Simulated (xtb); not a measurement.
**BBrCl2 (bromodichloroborane) at GFN2-xTB**

Aim: a geometry optimisation of BBrCl2 (bromodichloroborane). 

The calculation is run with xtb 6.7.1 later snapshot.

6 further runs of the same task are left out: 6 set aside as unsound or not needed.

### Step 1. The molecule

BBrCl2 has 4 atoms, charge 0, and is taken as a singlet. SMILES: `ClB(Cl)Br`. The shape is that of a PBE0-D4/def2-TZVP optimisation. The run starts from this shape.

Bond lengths: Cl1–B2 1.735 Å, B2–Cl3 1.735 Å, B2–Br4 1.901 Å. Angles: Cl1–B2–Cl3 120.1°, Cl1–B2–Br4 119.9°, Cl3–B2–Br4 119.9°.

### Step 2. A structure relaxation at GFN2-xTB

File .CHRG:

```
0
```

File .UHF:

```
0
```

File input.xyz:

```xyz
4
start
Cl     0.58210     0.66600     1.51080
B      0.03720    -0.03810     0.02210
Cl     0.44430    -1.67920    -0.36560
Br    -1.00810     0.99110    -1.18760
```

Command:

```sh
$ xtb input.xyz --opt vtight > out.txt 2> xtb.err
```

What values should one expect? Wanted: total energy at the end; dipole moment; HOMO energy; LUMO energy; HOMO–LUMO gap; dispersion energy; mean polarisability.

Answer, from the run:

Level: GFN2-xTB.

| quantity | value |
| --- | --- |
| total energy at the end | -14.50581 Eh |
| dipole moment | 3.41 D |
| HOMO energy | -12.34 eV |
| LUMO energy | -8.14 eV |
| HOMO–LUMO gap | 4.20 eV |
| dispersion energy | -9.06 kJ/mol |
| mean polarisability (D4 model) | 60.6 bohr³ |

**Reading.** At the final geometry: Bond lengths: Cl1–B2 1.723 Å, B2–Cl3 1.723 Å, B2–Br4 1.881 Å. Angles: Cl1–B2–Cl3 120.2°, Cl1–B2–Br4 119.9°, Cl3–B2–Br4 119.9°. The optimisation took 8 steps and changed the energy by -0.007 eV.
